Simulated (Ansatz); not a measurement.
# CH7AlGeSi: the cost of one run

The runs use Ansatz 0.2.0, Gaussian basis; functionals in def2-TZVPP, the program's frozen cores in correlated methods.

Levels to be run: PBE-D4, r2SCAN-D4, PBE0-D4, B3LYP-D4, ωB97X-V, ωB97M-V, B2PLYP; CCSD(T)/def2-TZVPP; MP2/def2-QZVPP; extrapolation to the limit.

### Step 1. The relaxed structure

All runs share one geometry, relaxed beforehand with PBE0-D4 in a triple-zeta def2 set.

11 atoms, charge 0, spin multiplicity 1.

Atoms are counted from 1 here; the program's logs count them from 0.

Bond lengths: Ge1–C2 1.912 Å, Ge1–Al3 2.648 Å, Ge1–H5 1.538 Å, Ge1–H6 1.533 Å, Ge1–H7 1.650 Å, C2–Al3 2.022 Å, C2–Si4 1.886 Å, C2–H8 1.086 Å, Al3–Si4 2.327 Å, Al3–H7 1.940 Å, Al3–H9 1.577 Å, Si4–H10 1.492 Å, Si4–H11 1.488 Å. Angles: C2–Ge1–Al3 49.5°, C2–Ge1–H5 122.2°, C2–Ge1–H6 116.3°, C2–Ge1–H7 95.6°, Al3–Ge1–H5 128.1°, Al3–Ge1–H6 114.8°, Al3–Ge1–H7 46.9°, H5–Ge1–H6 112.2°, H5–Ge1–H7 100.1°, H6–Ge1–H7 105.5°, Ge1–C2–Al3 84.6°, Ge1–C2–Si4 112.0°, Ge1–C2–H8 115.4°, Al3–C2–Si4 73.0°, Al3–C2–H8 137.6°, Si4–C2–H8 124.3°, Ge1–Al3–C2 46.0°, Ge1–Al3–Si4 78.2° and more.

### Step 2. PBE-D4 (GGA)

Input file in.yaml:

```yaml
crystal:
  periodic: [false, false, false]
  atoms:
    - {symbol: Ge, position_ang: [-0.590077, 1.395835, 0.021247]}
    - {symbol: C, position_ang: [-0.760538, -0.508053, -0.016282]}
    - {symbol: Al, position_ang: [0.872544, -0.486094, 1.175239]}
    - {symbol: Si, position_ang: [0.638670, -1.323182, -0.983689]}
    - {symbol: H, position_ang: [-0.261197, 2.214799, -1.238859]}
    - {symbol: H, position_ang: [-1.536670, 2.143801, 0.966764]}
    - {symbol: H, position_ang: [0.881235, 1.410941, 0.768855]}
    - {symbol: H, position_ang: [-1.778183, -0.886444, 0.023485]}
    - {symbol: H, position_ang: [1.180062, -0.456015, 2.721998]}
    - {symbol: H, position_ang: [1.006015, -0.773400, -2.320643]}
    - {symbol: H, position_ang: [0.413541, -2.789189, -1.097414]}
basis:
  gaussian: {orbitals: def2-TZVPP}
hamiltonian: {xc: pbe, dispersion: d4}
output: {forces: true, orbitals: {seedname: orbitals}}
```

Launch:

```
$ ansatz run in.yaml --threads 4 --pin off --events-out ev --progress --plain --max-ram 10444MiB
```

**Question.** How long does this run take on 4 threads of Arm Neoverse V1, shared host, and how much memory does it need?

About 3.3 s, with a peak of 0.39 GiB.
